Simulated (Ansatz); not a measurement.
# GaN: the cost of one run

Method: DFT PBE, scalar-relativistic, plane waves, PAW, and further levels as typed in the inputs, in Ansatz 0.2.0.

**1. The starting structure**

The structure is orthorhombic, space group Cmc2_1 (No. 36). Conventional cell: a = 3.208 Å, b = 5.490 Å, c = 5.185 Å, α = 90.00°, β = 90.00°, γ = 90.00°. Ga (site symmetry m) has 4 N at 1.94 to 1.95 Å as nearest neighbours. N (site symmetry m) is surrounded by 4 Ga at 1.94 to 1.95 Å.

Coordinates:

```cif
data_structure
_symmetry_space_group_name_H-M 'P 1'
_symmetry_Int_Tables_number 1
_cell_length_a 3.2081
_cell_length_b 3.1795
_cell_length_c 5.1850
_cell_angle_alpha 90.000
_cell_angle_beta 90.000
_cell_angle_gamma 120.299
_cell_volume 45.66
loop_
_atom_site_label
_atom_site_type_symbol
_atom_site_fract_x
_atom_site_fract_y
_atom_site_fract_z
_atom_site_occupancy
Ga1 Ga 0.33333 0.66667 0.00000 1
Ga2 Ga 0.66667 0.33333 0.50000 1
N1 N 0.33333 0.66667 0.37700 1
N2 N 0.66667 0.33333 0.87700 1
```

**2. Relaxing the atoms: GaN, no spin**

File input.yaml:

```yaml
crystal:
  lattice:
    - [3.208134, 0.0, 0.0]
    - [-1.604067, 2.74518448, 0.0]
    - [0.0, 0.0, 5.185]
  atoms:
    - { symbol: Ga, position: [0.3333333333, 0.6666666667, 0.0] }
    - { symbol: Ga, position: [0.6666666667, 0.3333333333, 0.5] }
    - { symbol: "N", position: [0.3333333333, 0.6666666667, 0.377] }
    - { symbol: "N", position: [0.6666666667, 0.3333333333, 0.877] }
scf:
  occupations: { method: gaussian, width: 0.05 }
output:
  forces: true
  stress: true
hamiltonian:
  xc: pbe
kpoints:
  mp_grid: { grid: [8, 8, 5] }
relax:
  f_tol: 0.003
```

Command:

```
$ ansatz run input.yaml --threads 4 --pin off --max-ram 10240MiB --backend cpu --events-out ev --progress --plain --runs-dir out
```

**Question.** How long does this run take on 4 threads of Intel Xeon Platinum 8375C at 2.90GHz (Ice Lake), shared host, and how much memory does it need?

About 3.6 s, with a peak of 0.46 GiB.
